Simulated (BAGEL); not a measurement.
# HF/6-31G(d) (density fitting with qzvpp-jkfit, spherical functions) run of SiH4S3 (SMILES S[SiH](S)S)

What is the energy change on altering one bond length of SiH4S3 at HF/6-31G* (density fitting with qzvpp-jkfit, spherical functions)? 

The results are computed with BAGEL 1.2.2.

2 further runs of the same task are left out: 2 that didn't finish. Runs told in other sessions of the task aren't counted.

### 1 The structure to begin with

The species is SiH4S3 (8 atoms), meant as a singlet with charge 0. SMILES: `S[SiH](S)S`. The shape is that of a PBE0-D4/def2-TZVP optimisation. This is one conformer, not always the lowest.

Bond lengths: S1–Si2 2.123 Å, Si2–S3 2.132 Å, Si2–S4 2.134 Å, S1–H5 1.344 Å, Si2–H6 1.483 Å, S3–H7 1.344 Å, S4–H8 1.345 Å. Angles: S1–Si2–S3 103.1°, S1–Si2–S4 106.5°, S3–Si2–S4 117.1°, S1–Si2–H6 115.2°, S3–Si2–H6 107.6°, S4–Si2–H6 107.7°, Si2–S1–H5 94.0°, Si2–S3–H7 93.2°, Si2–S4–H8 93.7°.

### 2 The energy at HF/6-31G(d) (density fitting with qzvpp-jkfit, spherical functions)

Contents of input.json:

```json
{ "bagel" : [

{
  "title" : "molecule",
  "basis" : "6-31gs.json",
  "df_basis" : "qzvpp-jkfit",
  "angstrom" : true,
  "geometry" : [
    { "atom" : "S", "xyz" : [   -0.544300,    1.776500,   -1.229100 ] },
    { "atom" : "Si", "xyz" : [    0.100100,    0.183500,    0.018000 ] },
    { "atom" : "S", "xyz" : [    2.044800,   -0.262400,   -0.732700 ] },
    { "atom" : "S", "xyz" : [   -1.377800,   -1.347700,   -0.143500 ] },
    { "atom" : "H", "xyz" : [   -1.843300,    1.616800,   -0.921300 ] },
    { "atom" : "H", "xyz" : [    0.241700,    0.523900,    1.454100 ] },
    { "atom" : "H", "xyz" : [    2.509800,   -0.628200,    0.473600 ] },
    { "atom" : "H", "xyz" : [   -1.038900,   -1.919600,    1.025200 ] }
  ]
},
{
  "title" : "hf"
},
{
  "title" : "print",
  "file" : "orbitals.molden",
  "orbitals" : true
}

]}
```

The basis set 6-31G* is read from a file made from the Basis Set Exchange's data (not shown).

On the command line:

```sh
$ BAGEL_NUM_THREADS=1 BAGEL input.json > input.out
```

The log of the run:

```text
* using 1 threads per process

  ===============================================================
  ===============================================================

  *** Geometry ***

  { "atom" : "S", "xyz" : [     -1.028578,      3.357098,     -2.322662 ] },
  { "atom" : "Si", "xyz" : [      0.189162,      0.346765,      0.034015 ] },
  { "atom" : "S", "xyz" : [      3.864112,     -0.495864,     -1.384602 ] },
  { "atom" : "S", "xyz" : [     -2.603665,     -2.546784,     -0.271176 ] },
  { "atom" : "H", "xyz" : [     -3.483332,      3.055309,     -1.741005 ] },
  { "atom" : "H", "xyz" : [      0.456747,      0.990028,      2.747851 ] },
  { "atom" : "H", "xyz" : [      4.742835,     -1.187126,      0.894974 ] },
  { "atom" : "H", "xyz" : [     -1.963236,     -3.627518,      1.937347 ] },

  Number of auxiliary basis functions:      584

  Since a DF basis is specified, we compute 2- and 3-index integrals:
    o Being stored without compression. Storage requirement is 0.030 GB

  Number of basis functions:       80
  Number of electrons      :       66

    * METHOD: MOLECULE                             0.31

  *** RHF ***

  === Nuclear Repulsion ===
   339.3810208706

      * DIIS with orbital gradients will be used.

  === RHF iteration (6-31gs.json) ===
      0      -1483.76741319          0.00979196           0.10
      1      -1483.84058619          0.00385107           0.09
      2      -1483.85165548          0.00114725           0.09
      3      -1483.85301357          0.00021474           0.09
      4      -1483.85305975          0.00005382           0.09
      5      -1483.85306404          0.00001179           0.09
      6      -1483.85306429          0.00000327           0.09
      7      -1483.85306432          0.00000091           0.09
      8      -1483.85306432          0.00000030           0.10
      9      -1483.85306432          0.00000008           0.09
     10      -1483.85306432          0.00000003           0.09
     11      -1483.85306432          0.00000001           0.09
    * SCF iteration converged.

    * Permanent dipole moment:
           (    0.118641,     0.249207,    -1.128838) a.u.

    * METHOD: HF                                   1.28

    * METHOD: PRINT                                0.02

  ===============================================================
```

It took 1.8 s on 1 thread of AMD EPYC 9B14 (Zen 4), shared host.

### 3 The distorted shape at the same level

Contents of input.json:

```json
{ "bagel" : [

{
  "title" : "molecule",
  "basis" : "6-31gs.json",
  "df_basis" : "qzvpp-jkfit",
  "angstrom" : true,
  "geometry" : [
    { "atom" : "S", "xyz" : [      -0.615100,       1.606301,      -1.947147 ] },
    { "atom" : "Si", "xyz" : [       0.029300,       0.013301,      -0.700047 ] },
    { "atom" : "S", "xyz" : [       1.974000,      -0.432599,      -1.450747 ] },
    { "atom" : "S", "xyz" : [      -1.448600,      -1.517899,      -0.861547 ] },
    { "atom" : "H", "xyz" : [      -1.914100,       1.446601,      -1.639347 ] },
    { "atom" : "H", "xyz" : [       0.241700,       0.523900,       1.454100 ] },
    { "atom" : "H", "xyz" : [       2.439000,      -0.798399,      -0.244447 ] },
    { "atom" : "H", "xyz" : [      -1.109700,      -2.089799,       0.307153 ] }
  ]
},

{ "title" : "hf" },

{ "title" : "print", "file" : "orbitals.molden", "orbitals" : true }

]}
```

The basis set 6-31G* is read from a file made from the Basis Set Exchange's data (not shown).

On the command line:

```sh
$ BAGEL_NUM_THREADS=1 BAGEL input.json > input.out
```

The log of the run:

```text
* using 1 threads per process

  ===============================================================
  ===============================================================

  *** Geometry ***

  { "atom" : "S", "xyz" : [     -1.162371,      3.035469,     -3.679575 ] },
  { "atom" : "Si", "xyz" : [      0.055369,      0.025135,     -1.322897 ] },
  { "atom" : "S", "xyz" : [      3.730319,     -0.817494,     -2.741515 ] },
  { "atom" : "S", "xyz" : [     -2.737457,     -2.868413,     -1.628088 ] },
  { "atom" : "H", "xyz" : [     -3.617125,      2.733680,     -3.097917 ] },
  { "atom" : "H", "xyz" : [      0.456747,      0.990028,      2.747851 ] },
  { "atom" : "H", "xyz" : [      4.609042,     -1.508755,     -0.461938 ] },
  { "atom" : "H", "xyz" : [     -2.097029,     -3.949148,      0.580435 ] },

  Number of auxiliary basis functions:      584

  Since a DF basis is specified, we compute 2- and 3-index integrals:
    o Being stored without compression. Storage requirement is 0.030 GB

  Number of basis functions:       80
  Number of electrons      :       66

    * METHOD: MOLECULE                             0.34

  *** RHF ***

  === Nuclear Repulsion ===
   336.2542487591

      * DIIS with orbital gradients will be used.

  === RHF iteration (6-31gs.json) ===
      0      -1483.68091196          0.00982931           0.11
      1      -1483.75398684          0.00435153           0.09
      2      -1483.76736641          0.00119367           0.10
      3      -1483.76893502          0.00024076           0.09
      4      -1483.76899840          0.00005791           0.09
      5      -1483.76900372          0.00001403           0.09
      6      -1483.76900407          0.00000398           0.09
      7      -1483.76900411          0.00000108           0.09
      8      -1483.76900411          0.00000033           0.09
      9      -1483.76900411          0.00000009           0.09
     10      -1483.76900411          0.00000003           0.09
     11      -1483.76900411          0.00000001           0.10
     12      -1483.76900411          0.00000000           0.09
    * SCF iteration converged.

    * Permanent dipole moment:
           (    0.172258,     0.424836,    -0.528098) a.u.

    * METHOD: HF                                   1.42

    * METHOD: PRINT                                0.02

  ===============================================================
```

It took 2 s on 1 thread of AMD EPYC 9B14 (Zen 4), shared host.

### 4 What came out

At HF/6-31G* (density fitting with qzvpp-jkfit, spherical functions):

| quantity | value |
| --- | --- |
| first shape: total energy | -1483.85306 Eh |
| first shape: dipole moment | 2.95 D |
| first shape: HOMO energy | -10.38 eV |
| first shape: LUMO energy | 3.27 eV |
| first shape: HOMO–LUMO gap | 13.65 eV |
| distorted shape: total energy | -1483.76900 Eh |
| distorted shape: dipole moment | 1.78 D |
| distorted shape: HOMO energy | -10.01 eV |
| distorted shape: LUMO energy | 1.43 eV |
| distorted shape: HOMO–LUMO gap | 11.44 eV |
| energy change with the Si2–H6 bond stretched from 1.483 to 2.224 Å | 2.287 eV |

What this shows: With the Si2–H6 bond stretched from 1.483 to 2.224 Å the energy rises by 2.29 eV (53 kcal/mol). The first shape isn't relaxed at this level, so the change isn't measured from a minimum.
